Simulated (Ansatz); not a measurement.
## Al3Au in Ansatz: convergence with k mesh

Input of the first run (k mesh 3 × 3 × 3); the others differ in this setting and in those tied to it:

input.yaml

```yaml
crystal:
  lattice:
    - [-2.025333, 2.025333, 4.0566]
    - [2.025333, -2.025333, 4.0566]
    - [2.025333, 2.025333, -4.0566]
  atoms:
    - { symbol: Au, position: [0.0, 0.0, 0.0] }
    - { symbol: Al, position: [0.5, 0.5, 0.0] }
    - { symbol: Al, position: [0.25, 0.75, 0.5] }
    - { symbol: Al, position: [0.75, 0.25, 0.5] }
hamiltonian:
  xc: pbe
  pseudopotentials: { kind: paw_fr }
magnetization:
  noncollinear: true
  spin_orbit: true
kpoints:
  mp_grid: { grid: [3, 3, 3] }
scf:
  occupations: { method: gaussian, width: 0.05 }
output:
  forces: true
  stress: true
  eigenvalues: true
```

Potentials or basis: Ansatz PAW.

Launch:

```console
$ ansatz run input.yaml --threads 2 --pin off --max-ram 5632MiB --backend cpu --events-out ev --progress --plain --runs-dir out
```

The cell comes from a database or a generator and needn't be the stable form of this composition.

Hardware: 2 threads of Arm Neoverse V2 (shared host).

**Question.** The values tried are 3 × 3 × 3, 4 × 4 × 4, 5 × 5 × 5, 7 × 7 × 7, 8 × 8 × 8, 10 × 10 × 10, 13 × 13 × 13, 15 × 15 × 15, loosest first. From which on does the pressure stay within 0.1 GPa of the tightest run that finished?

**Answer.** From 10 × 10 × 10 on.

```csv
k mesh,"energy less the tightest run, at zero smearing (meV/atom)",pressure (GPa),SCF cycles,CPU time (s),peak memory (GiB)
3 × 3 × 3,59.68,-0.85,10,2.8,0.41
4 × 4 × 4,49.90,-0.53,11,5.8,0.45
5 × 5 × 5,8.07,-0.15,9,6.3,0.46
7 × 7 × 7,6.18,-0.33,9,13,0.52
8 × 8 × 8,2.58,-0.24,11,22,0.57
10 × 10 × 10,1.17,-0.18,9,32,0.67
13 × 13 × 13,0.51,-0.11,9,59,0.92
15 × 15 × 15,0.00,-0.13,9,86,1.1
```

Against the tightest run, the energy stays within 1 meV/atom from 13 × 13 × 13 on. Meshes of other sizes hit other points, so gaps and Fermi surfaces needn't settle smoothly. The tightest run that finished is the yardstick and may itself not be fully converged.
